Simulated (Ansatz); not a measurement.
# WS2 (Tungstenite): the cost of one run

Method: DFT PBEsol, frozen-core PAW, scalar-relativistic unless said, in Ansatz 0.2.0.

The COD entry's cell or inner coordinates are ideal or old and differ from later refinements, so a difference from it is no clean test against experiment.

**1. The system as given**

The structure is hexagonal, space group P6_3/mmc (No. 194). Conventional cell: a = 3.180 Å, b = 3.180 Å, c = 12.500 Å, α = 90.00°, β = 90.00°, γ = 120.00°. W (site symmetry -6m2) has 6 S at 2.41 Å as nearest neighbours. Around S (site symmetry 3m) lie 3 W at 2.41 Å.

Coordinates:

```cif
data_structure
_symmetry_space_group_name_H-M 'P6_3/mmc'
_symmetry_Int_Tables_number 194
_cell_length_a 3.1800
_cell_length_b 3.1800
_cell_length_c 12.5000
_cell_angle_alpha 90.000
_cell_angle_beta 90.000
_cell_angle_gamma 120.000
_cell_volume 109.47
loop_
_atom_site_label
_atom_site_type_symbol
_atom_site_symmetry_multiplicity
_atom_site_Wyckoff_symbol
_atom_site_fract_x
_atom_site_fract_y
_atom_site_fract_z
_atom_site_occupancy
W1 W 2 c 0.33333 0.66667 0.25000 1
S1 S 4 f 0.33333 0.66667 0.62500 1
```

Cartesian axes are those of the input's lattice vectors. The structure goes back to a database entry.

**2. Cell and atoms relaxed, PAW**

input.yaml

```yaml
crystal:
  lattice:
    - [3.17999999999, 0.0, 0.0]
    - [-1.58999999999, 2.75396078402, 0.0]
    - [0.0, 0.0, 12.5]
  atoms:
    - { symbol: W, position: [0.333333333333, 0.666666666667, 0.25] }
    - { symbol: W, position: [0.666666666667, 0.333333333333, 0.75] }
    - { symbol: S, position: [0.333333333333, 0.666666666667, 0.625] }
    - { symbol: S, position: [0.666666666667, 0.333333333333, 0.125] }
    - { symbol: S, position: [0.333333333333, 0.666666666667, 0.875] }
    - { symbol: S, position: [0.666666666667, 0.333333333333, 0.375] }
kpoints:
  mp_grid: { grid: [12, 12, 4] }
scf:
  occupations: { method: fermi_dirac, width: 0.1 }
hamiltonian:
  xc: pbesol
  pseudopotentials: { kind: paw }
relax:
  f_tol: 0.002
  max_steps: 80
  cell: {}
output:
  forces: true
  stress: true
  write_density: true
  write_potential: true
  elf: true
  volumetric_format: npy
```

Run with:

```sh
> ansatz run input.yaml --threads 1 --pin off --max-ram 3072MiB --backend cpu --events-out ev --progress --plain --runs-dir out
```

**Question.** How long does this run take on 1 thread of Intel Xeon Platinum 8488C (Sapphire Rapids), shared host, and how much memory does it need?

About 47 s, with a peak of 0.52 GiB.
